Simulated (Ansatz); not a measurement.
## CH6O3Sn, SMILES [CH3][Sn]([OH])([OH])[OH]: energies of removing a hydrogen, step by step

Program: the Ansatz DFT code, driven from Python.

Notebook, run cell by cell (the value of a cell's last expression is shown):

```python
import ansatz
```

```python
def energy(molecule, charge=0, unpaired=0):
    calc = molecule.calculation().basis(gaussian="def2-SVP").functional("B3LYP", dispersion="d3bj")
    if charge:
        calc = calc.charge(charge)
    if unpaired:
        calc = calc.spin("collinear", total=unpaired)
    report = calc.run(threads=1).report
    if report["published_state_doubts"]:
        print("  doubts:", report["published_state_doubts"])
    return report["free_energy_ev"]
```

```python
def without(molecule, index):
    rest = ansatz.Crystal.molecule()
    for i, site in enumerate(molecule.cartesian_sites):
        if i != index:
            rest = rest.atom(site.symbol, site.position_ang)
    return rest
```

```python
geometry_ang = [
    ("C", (-1.292, 0.6227, 0.1394)),
    ("Sn", (0.5608, -0.2983, -0.0606)),
    ("O", (0.8891, -1.3681, 1.5518)),
    ("O", (2.0519, 1.0869, -0.2744)),
    ("O", (0.5519, -1.4878, -1.6643)),
    ("H", (-1.3341, 1.3436, 1.0178)),
    ("H", (-1.5117, 1.2753, -0.7766)),
    ("H", (-2.094, -0.0836, 0.2344)),
    ("H", (0.8157, -0.7131, 2.3557)),
    ("H", (1.6767, 1.6291, -1.0117)),
    ("H", (-0.249, -2.0637, -1.4909)),
]
ch6o3sn = ansatz.Crystal.molecule()
for symbol, xyz in geometry_ang:
    ch6o3sn = ch6o3sn.atom(symbol, xyz)
```

```python
whole = energy(ch6o3sn, 0)
hydrogen = energy(ansatz.Crystal.molecule().atom("H", (0, 0, 0)), 0, 1)
print(f"E(molecule) = {whole:.5f} eV, E(H) = {hydrogen:.5f} eV")
for index in [7, 10]:
    radical = energy(without(ch6o3sn, index), 0, 1)
    print(f"H{index}: homolysis {(radical + hydrogen - whole):.3f} eV")
    anion = energy(without(ch6o3sn, index), -1)
    print(f"H{index}: loss of a proton {(anion - whole):.3f} eV")
```

    E(molecule) = -13104.41212 eV, E(H) = -13.63995 eV
    H7: homolysis 4.988 eV
    H7: loss of a proton 17.168 eV
    H10: homolysis 5.061 eV
    H10: loss of a proton 16.669 eV

Caveats:
- Total energies depend on the basis set; only differences at equal settings carry meaning.
- The geometry is a force-field or estimated start, not a minimum of this method, and the basis set is short of its limit. All parts are taken at fixed geometry, without zero-point energy.
- def2 sets replace the cores of elements past krypton by effective core potentials.
- b3lyp holds the VWN-RPA fit, as in Gaussian; the form of ORCA and Turbomole is b3lyp5.
- The spin-orbit lowering of heavy atoms is left out.
- Anions want diffuse functions, which this basis lacks.
- The whole script took 74 s on 1 thread of Arm Neoverse N1, on a shared host, peak memory 0.42 GiB.
